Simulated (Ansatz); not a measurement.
# C₂H₅BClF: up Jacob's ladder to CCSD(T)

An exercise on one series of results from a longer session: the logs are not shown, and one member is left open.

Program: Ansatz 0.2.0, Gaussian basis. Level of theory: functionals in def2-TZVPP, the program's frozen cores in correlated methods. These are calculated values, not measurements.

The runs, in order: PBE-D4, r2SCAN-D4, PBE0-D4, B3LYP-D4, ωB97X-V, ωB97M-V, B2PLYP; CCSD(T)/def2-TZVPP; MP2/def2-QZVPP; extrapolation to the limit.

## The geometry

All runs share one geometry, relaxed beforehand with PBE0-D4 in a triple-zeta def2 set.

SMILES `CB(F)CCl`, 10 atoms, charge 0, spin multiplicity 1.

Atoms are counted from 1 here; the program's logs count them from 0.

Bond lengths: C1–B2 1.556 Å, C1–H6 1.098 Å, C1–H7 1.092 Å, C1–H8 1.091 Å, B2–F3 1.331 Å, B2–C4 1.579 Å, C4–Cl5 1.800 Å, C4–H9 1.089 Å, C4–H10 1.089 Å. Angles: B2–C1–H6 108.0°, B2–C1–H7 112.6°, B2–C1–H8 112.7°, H6–C1–H7 106.9°, H6–C1–H8 106.8°, H7–C1–H8 109.6°, C1–B2–F3 119.4°, C1–B2–C4 124.0°, F3–B2–C4 116.6°, B2–C4–Cl5 101.7°, B2–C4–H9 114.8°, B2–C4–H10 115.1°, Cl5–C4–H9 107.2°, Cl5–C4–H10 106.9°, H9–C4–H10 110.2°.

The first run:

in.yaml

```yaml
crystal:
  periodic: [false, false, false]
  atoms:
    - {symbol: C, position_ang: [-1.043753, -0.869364, 0.326727]}
    - {symbol: B, position_ang: [0.419540, -0.419913, 0.046150]}
    - {symbol: F, position_ang: [1.379154, -1.337479, -0.043284]}
    - {symbol: C, position_ang: [0.860386, 1.083842, -0.146052]}
    - {symbol: Cl, position_ang: [0.482731, 1.355758, -1.884798]}
    - {symbol: H, position_ang: [-1.185233, -0.903530, 1.415473]}
    - {symbol: H, position_ang: [-1.254728, -1.871346, -0.051426]}
    - {symbol: H, position_ang: [-1.782053, -0.167700, -0.065184]}
    - {symbol: H, position_ang: [1.925730, 1.267241, -0.015607]}
    - {symbol: H, position_ang: [0.281427, 1.811290, 0.420801]}
basis:
  gaussian: {orbitals: def2-TZVPP}
hamiltonian: {xc: pbe, dispersion: d4}
output: {forces: true, orbitals: {seedname: orbitals}}
```

Run with:

```bash
$ ansatz run in.yaml --threads 4 --pin off --events-out ev --progress --plain --max-ram 10444MiB
```

Steps of the session up to this table: PBE-D4 (GGA); r2SCAN-D4 (meta-GGA); PBE0-D4 (hybrid); B3LYP-D4 (hybrid); ωB97X-V (range-separated); ωB97M-V (range-separated); B2PLYP (double hybrid); CCSD(T) in def2-TZVPP; MP2 in def2-QZVPP.

One table of the session follows, with a row left open; its other results are not shown here.

```
            method  atomisation energy (kJ/mol)
            PBE-D4                       4003.4
         r2SCAN-D4                            ?
           PBE0-D4                       3943.5
          B3LYP-D4                       3912.5
           ωB97X-V                       3918.8
           ωB97M-V                       3933.1
            B2PLYP                       3880.5
     HF/def2-TZVPP                       2985.4
    MP2/def2-TZVPP                       3902.1
   CCSD/def2-TZVPP                       3766.2
CCSD(T)/def2-TZVPP                       3819.0
           MP2/CBS                       3987.9
       CCSD(T)/CBS                       3904.8
```

Q: Estimate the row for r2SCAN-D4 from the others.

The run gave: atomisation energy (kJ/mol): 3941.5. In the column «atomisation energy (kJ/mol)» it lies between ωB97M-V (3933.1) and PBE0-D4 (3943.5).
